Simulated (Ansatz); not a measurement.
# C2H6Ge: one species, many methods

Aim: compute C2H6Ge with functionals from several rungs and with coupled cluster, and see how far each lands from CCSD(T) at the basis-set limit for the atomisation energy.

Program: Ansatz 0.2.0, Gaussian basis. Level of theory: functionals in def2-TZVPP, the program's frozen cores in correlated methods. These are calculated values, not measurements.

The runs, in order: LDA (SPW92), PBE-D4, revPBE-D4, BLYP-D4, r2SCAN-D4, B97M-V, PBE0-D4, B3LYP-D4, r2SCANh-D4, r2SCAN0-D4, HSE06-D4, BHLYP-D4, CAM-B3LYP-D4, LC-ωPBE, ωB97X-V, ωB97M-V, B2PLYP, PBE-QIDH; CCSD(T)/def2-SVP; CCSD(T)/def2-TZVPP; CCSD(T)/def2-QZVPP; extrapolation to the limit; RPA on PBE.

## (1) The geometry

The geometry comes from an earlier relaxation with PBE0-D4 in a triple-zeta def2 set; it is a stationary point, not always the lowest conformer.

9 atoms, charge 0, spin multiplicity 1.

Atoms are counted from 1 here; the program's logs count them from 0.

Bond lengths: C1–C2 1.327 Å, C1–H4 1.086 Å, C1–H5 1.087 Å, C2–Ge3 1.938 Å, C2–H6 1.088 Å, Ge3–H7 1.539 Å, Ge3–H8 1.538 Å, Ge3–H9 1.539 Å. Angles: C2–C1–H4 122.0°, C2–C1–H5 121.9°, H4–C1–H5 116.1°, C1–C2–Ge3 123.1°, C1–C2–H6 118.8°, Ge3–C2–H6 118.1°, C2–Ge3–H7 110.6°, C2–Ge3–H8 108.6°, C2–Ge3–H9 110.6°, H7–Ge3–H8 109.5°, H7–Ge3–H9 108.0°, H8–Ge3–H9 109.5°.

## (2) LDA

This LDA is Slater exchange with PW92 correlation.

The input, in.yaml:

```yaml
crystal:
  periodic: [false, false, false]
  atoms:
    - {symbol: C, position_ang: [-0.771401, 0.825445, -1.091141]}
    - {symbol: C, position_ang: [0.063860, 0.755049, -0.061888]}
    - {symbol: Ge, position_ang: [0.543391, -0.913917, 0.798726]}
    - {symbol: H, position_ang: [-1.239228, -0.059102, -1.514401]}
    - {symbol: H, position_ang: [-1.026998, 1.772127, -1.559635]}
    - {symbol: H, position_ang: [0.503131, 1.673927, 0.320650]}
    - {symbol: H, position_ang: [2.061773, -1.150765, 0.712597]}
    - {symbol: H, position_ang: [-0.196937, -2.060911, 0.091120]}
    - {symbol: H, position_ang: [0.150911, -0.888253, 2.286772]}
basis:
  gaussian: {orbitals: def2-TZVPP}
hamiltonian: {xc: lda}
output: {orbitals: {seedname: orbitals}}
```

Launch:

```console
$ ansatz run in.yaml --threads 2 --pin off --events-out ev --progress --plain --max-ram 31744MiB --backend cpu
```

The runs that follow: PBE-D4 (GGA); revPBE-D4 (GGA); BLYP-D4 (GGA); r2SCAN-D4 (meta-GGA); B97M-V (meta-GGA); B3LYP-D4 (hybrid); r2SCANh-D4 (hybrid); r2SCAN0-D4 (hybrid); HSE06-D4 (hybrid); BHLYP-D4 (hybrid); CAM-B3LYP-D4 (range-separated); LC-ωPBE (range-separated); ωB97X-V (range-separated); ωB97M-V (range-separated); B2PLYP (double hybrid); PBE-QIDH (double hybrid); CCSD(T) in def2-SVP; CCSD(T) in def2-TZVPP; CCSD(T) in def2-QZVPP; RPA on PBE orbitals.

Before running them: what should the planned runs give, taken together? Wanted: atomisation energy, CCSD(T)/CBS; farthest beyond LDA; mean size of error, GGA; mean size of error, meta-GGA; mean size of error, hybrid; mean size of error, range-separated; mean size of error, double hybrid; gap, smallest and largest; T1 diagnostic.

As calculated:

| quantity | value |
| --- | --- |
| atomisation energy, CCSD(T)/CBS | 744.5 kcal/mol |
| functionals within 7.4 kcal/mol (1.0 %) | PBE-D4, BLYP-D4, r2SCAN-D4, B97M-V, PBE0-D4, B3LYP-D4, r2SCANh-D4, HSE06-D4, CAM-B3LYP-D4, ωB97X-V, ωB97M-V, PBE-QIDH |
| farthest beyond LDA | BHLYP-D4 (-17.4 kcal/mol) |
| mean size of error, GGA | 7.3 kcal/mol |
| mean size of error, meta-GGA | 2.2 kcal/mol |
| mean size of error, hybrid | 6.4 kcal/mol |
| mean size of error, range-separated | 2.9 kcal/mol |
| mean size of error, double hybrid | 7.4 kcal/mol |
| gap, smallest and largest | 5.43 eV (LDA (SPW92)), 12.72 eV (LC-ωPBE) |
| T1 diagnostic | 0.0116 |
| triples share of the correlation energy | 3.9 % |

What this shows: The LDA atomisation energy is off by 92.2 kcal/mol (12 %): it overbinds. PBE-D4 misses by +4.5 kcal/mol. Double hybrids carry the basis error of their MP2 part in triple zeta, and no dispersion term here, so their miss is partly the set-up's. The rungs meta-GGA, range-separated, hybrid, GGA miss on average by less than the doubt on the reference (7.4 kcal/mol), so they tie. Misses under about 7.4 kcal/mol are within the doubt on the reference itself, which lacks core-valence correlation, relativity and higher excitations, and its outer-core shells are covered unevenly. Hartree-Fock recovers 75 % of the binding; the rest is correlation. CCSD(T) in def2-SVP is off by -34.4 kcal/mol, more than most functionals: a good method in a small basis is no reference. Orbital gaps span 5.4 to 12.7 eV; exact exchange widens them. Correlated methods include outer-core shells of Ge, which these sets cover unevenly.
